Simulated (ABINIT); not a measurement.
Runs of ABINIT 10.8.3 (patched build) on GaGe. Symmetry: F-43m, No. 216, cubic system. Conventional cell: a = 5.796 Å, b = 5.796 Å, c = 5.796 Å, α = 90.00°, β = 90.00°, γ = 90.00°. Ge (site symmetry -43m) is surrounded by 4 Ga at 2.51 Å. Around Ga (site symmetry -43m) lie 4 Ge at 2.51 Å. The cell comes from a database or a generator and needn't be the stable form of this composition.

```csv
level,gap on the mesh (eV),pressure (GPa)
r2SCAN,none,-2.2
LDA,none,(a)
WC,none,-2.4
AM05,none,-2.1
PBEsol,none,-2.4
```

Alike in all rows: task single point; potentials or basis JTH PAW PBE v2.0; no spin polarisation; cell as given; k mesh 8 × 8 × 8; cutoff (eV) 707; smearing fermi-dirac 0.05 eV.

Task: Fill in the values left out.

Result: (a) -4.1.

Caveats: the PAW data sets were made with another functional, which shifts forces and pressure a little.

A k mesh can miss the band edges, and the runs leave out spin-orbit coupling on Ga, Ge.

A gap of «none» marks a metal or a gap under the smearing width.

Runs at the PBE level aren't shown here.
